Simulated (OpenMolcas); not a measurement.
**Sm³⁺ among point charges: CASSCF levels and susceptibility, part 1 of 2**

How does a field of 8 point charges split the states of Sm³⁺, and what χT follows?

The numbers are computed with OpenMolcas 26.06 (state-averaged CASSCF, spin-orbit coupling by RASSI with atomic mean-field integrals), except any that are marked as measured or tabulated.

## (1) The atom as given

```
Species                           : Sm³⁺ (samarium, Z = 62, 59 electrons)
Basis                             : ANO-RCC-VTZP [8s7p5d3f2g1h], 104 functions
Scalar Hamiltonian                : DKH2, point nucleus
Inactive shells                   : 1s 2s 2p 3s 3p 3d 4s 4p 4d 5s 5p
Active space                      : 5 electrons in 7 orbitals (4f)
Some configurations of this space : 4f⁵
Orbitals                          : optimised for the highest spin of each parity, averaged over all roots
```

The outer shells:

4f5
```
4f [↑ ][↑ ][↑ ][↑ ][↑ ][  ][  ]
```

The ion sits among 8 point charges of -2 e arranged as a hexagonal bipyramid (D6h), 2.73 Å from the ion, with the axial distance 2.348 Å.

Each step is its own input file, run in one work folder so that later steps find the files of earlier ones. Labels, J, g values, rates, χT and fits are worked out afterwards by a script from the matrices that RASSI stores. The input lists half of the charges; inversion (Group=XYZ) makes the rest.

## (2) One- and two-electron integrals

a.inp

```
&GATEWAY
Coord
1

Sm 0.0 0.0 0.0
Basis=ANO-RCC-VTZP
Group=XYZ
NoMove
AngMom=0.0 0.0 0.0
AMFI
XField
4 Angstrom 0
2.730000 0.000000 0.000000 -2.000000
1.365000 2.364249 0.000000 -2.000000
1.365000 -2.364249 0.000000 -2.000000
0.000000 0.000000 2.347800 -2.000000
&SEWARD
```

Started as:

```
OMP_NUM_THREADS=1 MOLCAS_MEM=2252 MOLCAS_PROJECT=a pymolcas a.inp > a.log
```

Log:

```text
Basis set label: SM.ANO-RCC...8S7P5D3F2G1H.

      Electronic valence basis set:
      ------------------
      Associated Effective Charge  62.000000 au
      Associated Actual Charge     62.000000 au
      Nuclear Model: Point charge

      Shell  nPrim  nBasis  Cartesian Spherical Contaminant
         s      25       8        X
         p      22       7        X
         d      15       5                 X
         f      11       3                 X
         g       4       2                 X
         h       2       1                 X
                  Relativistic Douglas-Kroll-Hess integrals:
                    - DKH order of Hamiltonian: 2
                    - DKH order of Properties : 0
                  Atomic mean-field integrals
```

## (3) CASSCF: sextets of odd parity, 21 roots

a.inp

```
&RASSCF
FileOrb=start.orb
Symmetry=2
Spin=6
nActEl=5 0 0
Inactive=15 12
Ras2=0 7
CIRoot=21 21 1
SDav=21
CIMx=300
Iter=120 100
PrWF=0.3
OrbListing=Nothing
MaxOrb=0
>>> COPY $Project.JobIph JOB001
```

start.orb holds the contracted functions of the basis, ordered by shell, or the orbitals of the step before.

Log:

```text
Wave function specifications:
      -----------------------------

      Number of closed shell electrons          54
      Number of electrons in active shells       5
      Max number of holes in RAS1 space          0
      Max nr of electrons in RAS3 space          0
      Number of inactive orbitals               27
      Number of active orbitals                  7
      Number of secondary orbitals              70
      Spin quantum number                      2.5
      State symmetry                             2
Orbital specifications:
      -----------------------

      Symmetry species                           1   2
                                                ag  au
      Frozen orbitals                            0   0
      Inactive orbitals                         15  12
      Active orbitals                            0   7
      RAS1 orbitals                              0   0
      RAS2 orbitals                              0   7
      RAS3 orbitals                              0   0
      Secondary orbitals                        36  34
      Deleted orbitals                           0   0
      Number of basis functions                 51  53
      Number of CSFs                            21
      Number of root(s) required                21
      Iter CI   SX   CI       RASSCF       Energy    max ROT     max BLB   max BLB  Level Ln srch  Step   QN
          iter iter root      energy       change     param      element    value   shift minimum  type update
 Nr of preliminary CI iterations:   1
      Total energies have been shifted. Add               -10000.00 au
        1   1   15    0  -426.63744849    0.00E+00  -9.23E-02   12  25 2 -2.60E-01*  0.07   0.00    SX    NO
        2   1   17    0  -426.71816618   -8.07E-02* -6.13E-02   15  18 1 -1.38E-01*  0.48   0.00    SX    NO
        3   1   16    0  -426.74618826   -2.80E-02*  3.46E-02    7  23 2  8.07E-02*  0.24   0.00    SX    NO
        4   1   16    0  -426.75310968   -6.92E-03*  2.52E-02   11  25 1  5.18E-02*  0.39   0.00    SX    NO
        5   1   16    0  -426.75673051   -3.62E-03* -1.16E-02   11  25 1 -3.41E-02*  0.29   0.61    QN   YES
        6   1   13    0  -426.75921545   -2.48E-03* -9.08E-03    7  23 2  1.90E-03*  0.33   1.03    QN   YES
        7   1   13    0  -426.75921142    4.03E-06*  8.78E-03   16  22 2 -1.56E-03*  0.33   0.46    SX   YES
        8   1   11    0  -426.75922142   -1.00E-05* -3.42E-03   16  22 2  1.01E-03*  0.33   0.62    QN   YES
        9   1   10    0  -426.75922783   -6.41E-06*  1.84E-04   15  21 2 -4.03E-05   0.33   1.00    QN   YES
       10   1    7    0  -426.75922784   -8.58E-09   7.88E-05   15  21 2  3.10E-05   0.33   0.59    QN   YES
      Convergence after 10 iterations
       11   1    7    0  -426.75922785   -9.62E-09   7.88E-05   12  16 2  8.49E-06   0.33   0.59    QN   YES
      Natural orbitals and occupation numbers for root  1
      sym 2:   1.000000   0.856505   0.856505   0.286990   0.856505   0.856505   0.286990
      Natural orbitals and occupation numbers for root  2
      sym 2:   0.291430   0.854285   0.854285   0.291430   0.854285   0.854285   1.000000
      Natural orbitals and occupation numbers for root  3
      sym 2:   0.811358   0.811358   0.328534   0.860107   0.860107   1.000000   0.328534
::    RASSCF root number  1 Total energy: -10426.79098074
::    RASSCF root number  2 Total energy: -10426.79073278
::    RASSCF root number  3 Total energy: -10426.79046275
::    RASSCF root number  4 Total energy: -10426.79046275
::    RASSCF root number  5 Total energy: -10426.79021422
::    RASSCF root number  6 Total energy: -10426.79021422
::    RASSCF root number  7 Total energy: -10426.78959878
::    RASSCF root number  8 Total energy: -10426.78959878
::    RASSCF root number  9 Total energy: -10426.78931514
::    RASSCF root number 10 Total energy: -10426.78870556
::    RASSCF root number 11 Total energy: -10426.78870556
::    RASSCF root number 12 Total energy: -10426.75949536
::    RASSCF root number 13 Total energy: -10426.75949536
::    RASSCF root number 14 Total energy: -10426.75924707
::    RASSCF root number 15 Total energy: -10426.75914473
::    RASSCF root number 16 Total energy: -10426.75910954
::    RASSCF root number 17 Total energy: -10426.75910954
::    RASSCF root number 18 Total energy: -10426.75875740
::    RASSCF root number 19 Total energy: -10426.64703849
::    RASSCF root number 20 Total energy: -10426.64703849
::    RASSCF root number 21 Total energy: -10426.64635758
```

## (4) CASSCF: quartets of odd parity, 162 roots

a.inp

```
&RASSCF
FileOrb=start.orb
Symmetry=2
Spin=4
nActEl=5 0 0
Inactive=15 12
Ras2=0 7
CIRoot=162 162 1
SDav=224
CIMx=300
Iter=120 100
PrWF=0.3
OrbListing=Nothing
MaxOrb=0
CIOnly
>>> COPY $Project.JobIph JOB002
```

Started as:

```
OMP_NUM_THREADS=1 MOLCAS_MEM=2252 MOLCAS_PROJECT=a pymolcas a.inp > a.log
```

Log:

```text
Wave function specifications:
      -----------------------------

      Number of closed shell electrons          54
      Number of electrons in active shells       5
      Max number of holes in RAS1 space          0
      Max nr of electrons in RAS3 space          0
      Number of inactive orbitals               27
      Number of active orbitals                  7
      Number of secondary orbitals              70
      Spin quantum number                      1.5
      State symmetry                             2
Orbital specifications:
      -----------------------

      Symmetry species                           1   2
                                                ag  au
      Frozen orbitals                            0   0
      Inactive orbitals                         15  12
      Active orbitals                            0   7
      RAS1 orbitals                              0   0
      RAS2 orbitals                              0   7
      RAS3 orbitals                              0   0
      Secondary orbitals                        36  34
      Deleted orbitals                           0   0
      Number of basis functions                 51  53
      Number of CSFs                           224
      Number of root(s) required               162
      Iter CI   SX   CI       RASSCF       Energy    max ROT     max BLB   max BLB  Level Ln srch  Step   QN
          iter iter root      energy       change     param      element    value   shift minimum  type update
 Nr of preliminary CI iterations:   1
        1   1    0    0-10426.63474267    0.00E+00   0.00E+00   18  34 2 -1.03E-02*  0.00   0.00    SX    NO
      Natural orbitals and occupation numbers for root  1
      sym 2:   0.583058   0.927913   0.638423   0.681936   0.583196   0.926542   0.658932
      Natural orbitals and occupation numbers for root  2
      sym 2:   0.651752   0.683494   0.926159   0.583198   0.644640   0.928295   0.582462
      Natural orbitals and occupation numbers for root  3
      sym 2:   0.575166   0.846524   0.807605   0.356164   0.807605   0.846525   0.760411
::    RASSCF root number  1 Total energy: -10426.68874505
::    RASSCF root number  2 Total energy: -10426.68874505
::    RASSCF root number  3 Total energy: -10426.68868228
::    RASSCF root number  4 Total energy: -10426.68864189
::    RASSCF root number  5 Total energy: -10426.68841242
::    RASSCF root number  6 Total energy: -10426.68841242
::    RASSCF root number  7 Total energy: -10426.68828790
::    RASSCF root number  8 Total energy: -10426.68828790
::    RASSCF root number  9 Total energy: -10426.68763957
::    RASSCF root number 10 Total energy: -10426.68763957
::    RASSCF root number 11 Total energy: -10426.68746339
::    RASSCF root number 12 Total energy: -10426.68733644
::    RASSCF root number 13 Total energy: -10426.68730009
::    RASSCF root number 14 Total energy: -10426.68730009
::    RASSCF root number 15 Total energy: -10426.68713219
::    RASSCF root number 16 Total energy: -10426.68690534
::    RASSCF root number 17 Total energy: -10426.68690534
::    RASSCF root number 18 Total energy: -10426.68689840
::    RASSCF root number 19 Total energy: -10426.68689840
::    RASSCF root number 20 Total energy: -10426.68677280
::    RASSCF root number 21 Total energy: -10426.68676095
::    RASSCF root number 22 Total energy: -10426.68652700
::    RASSCF root number 23 Total energy: -10426.68652700
::    RASSCF root number 24 Total energy: -10426.68645558
::    RASSCF root number 25 Total energy: -10426.68645558
::    RASSCF root number 26 Total energy: -10426.68637671
::    RASSCF root number 27 Total energy: -10426.68637671
::    RASSCF root number 28 Total energy: -10426.68635297
::    RASSCF root number 29 Total energy: -10426.68634503
::    RASSCF root number 30 Total energy: -10426.68623306
```

CIOnly: the orbitals of an earlier block are kept, and only the CI is solved.

## (5) CASSCF: doublets of odd parity, 162 roots

a.inp

```
&RASSCF
FileOrb=start.orb
Symmetry=2
Spin=2
nActEl=5 0 0
Inactive=15 12
Ras2=0 7
CIRoot=162 162 1
SDav=490
CIMx=300
Iter=120 100
PrWF=0.3
OrbListing=Nothing
MaxOrb=0
CIOnly
>>> COPY $Project.JobIph JOB003
```

Log:

```text
Wave function specifications:
      -----------------------------

      Number of closed shell electrons          54
      Number of electrons in active shells       5
      Max number of holes in RAS1 space          0
      Max nr of electrons in RAS3 space          0
      Number of inactive orbitals               27
      Number of active orbitals                  7
      Number of secondary orbitals              70
      Spin quantum number                      0.5
      State symmetry                             2
Orbital specifications:
      -----------------------

      Symmetry species                           1   2
                                                ag  au
      Frozen orbitals                            0   0
      Inactive orbitals                         15  12
      Active orbitals                            0   7
      RAS1 orbitals                              0   0
      RAS2 orbitals                              0   7
      RAS3 orbitals                              0   0
      Secondary orbitals                        36  34
      Deleted orbitals                           0   0
      Number of basis functions                 51  53
      Number of CSFs                           490
      Number of root(s) required               162
      Iter CI   SX   CI       RASSCF       Energy    max ROT     max BLB   max BLB  Level Ln srch  Step   QN
          iter iter root      energy       change     param      element    value   shift minimum  type update
 Nr of preliminary CI iterations:   1
        1   1    0    0-10426.60356012    0.00E+00   0.00E+00   18  34 2 -1.34E-02*  0.00   0.00    SX    NO
      Natural orbitals and occupation numbers for root  1
      sym 2:   0.614003   0.852548   0.788874   0.431826   0.788874   0.852548   0.671328
      Natural orbitals and occupation numbers for root  2
      sym 2:   0.625021   0.853628   0.788350   0.431443   0.788350   0.853628   0.659580
      Natural orbitals and occupation numbers for root  3
      sym 2:   0.674398   0.594495   0.906540   0.692057   0.590804   0.944674   0.597033
::    RASSCF root number  1 Total energy: -10426.63750655
::    RASSCF root number  2 Total energy: -10426.63750448
::    RASSCF root number  3 Total energy: -10426.63739793
::    RASSCF root number  4 Total energy: -10426.63739793
::    RASSCF root number  5 Total energy: -10426.63705838
::    RASSCF root number  6 Total energy: -10426.63705838
::    RASSCF root number  7 Total energy: -10426.63705215
::    RASSCF root number  8 Total energy: -10426.63705215
::    RASSCF root number  9 Total energy: -10426.63674362
::    RASSCF root number 10 Total energy: -10426.63653732
::    RASSCF root number 11 Total energy: -10426.63629494
::    RASSCF root number 12 Total energy: -10426.63629494
::    RASSCF root number 13 Total energy: -10426.63608716
::    RASSCF root number 14 Total energy: -10426.63608716
::    RASSCF root number 15 Total energy: -10426.63601605
::    RASSCF root number 16 Total energy: -10426.63553262
::    RASSCF root number 17 Total energy: -10426.63553262
::    RASSCF root number 18 Total energy: -10426.63087706
::    RASSCF root number 19 Total energy: -10426.63087706
::    RASSCF root number 20 Total energy: -10426.63063898
::    RASSCF root number 21 Total energy: -10426.63063898
::    RASSCF root number 22 Total energy: -10426.63033468
::    RASSCF root number 23 Total energy: -10426.63033251
::    RASSCF root number 24 Total energy: -10426.63014178
::    RASSCF root number 25 Total energy: -10426.63000330
::    RASSCF root number 26 Total energy: -10426.62947637
::    RASSCF root number 27 Total energy: -10426.62947637
::    RASSCF root number 28 Total energy: -10426.62905010
::    RASSCF root number 29 Total energy: -10426.62905010
::    RASSCF root number 30 Total energy: -10426.62889539
```

CIOnly: the orbitals of an earlier block are kept, and only the CI is solved.

(Continued in part 2 of 2.)
